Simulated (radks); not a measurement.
# Spin polarisation of the 4s shell in Cu

An exercise on one series of results from a longer session: the logs are not shown, and one member is left open.

The numbers are computed with radks (a radial shooting solver on a logarithmic mesh, Libxc functionals) version 1 (scalar-relativistic Kohn-Sham, PBE, spin-polarised, spherical densities, finite nucleus), except any that are marked as measured or tabulated.

## The system

- element: copper (Z = 29)
- charge: 0
- electrons: 29
- configuration: [Ar] 3d10 4s(up 0.5, down 0.5)
- nuclear rms radius: 3.8823 fm

A shell typed twice in an input gives spin up, then spin down.

Set-up of the first run:

Settings of this run:

```text
Z 29
configuration [Ar] 3d10 4s0.5 4s0.5
relativity scalar-relativistic
functional pbe,pbe
spin polarised
nucleus finite rms 3.8823 fm
c 137.035999084
```

Among the steps run: No moment.

One table of the session follows, with a row left open; its other results are not shown here.

It belongs to the step «No moment». Sizes of the orbitals, from the radial functions (bohr):

| level | <r> | outermost maximum (interpolated) | 90 % within | nodes |
| --- | --- | --- | --- | --- |
| 1s | 0.05213 | 0.0341 | 0.0931 | 0 |
| 2s | 0.2352 | 0.197 | 0.364 | 1 |
| 2p | 0.2064 | 0.158 | 0.338 | 0 |
| 3s | 0.7119 | 0.613 | 1.07 | 2 |
| 3p | ? | ? | ? | ? |
| 3d | 1.047 | 0.603 | 1.91 | 0 |
| 4s | 2.936 | 2.27 | 4.60 | 3 |

Q: Estimate the row for 3p from the others.

**Answer.** <r>: 0.7494; outermost maximum (interpolated): 0.619; 90 % within: 1.16; nodes: 1. In the column «<r>» it lies between 3s (0.7119) and 3d (1.047).
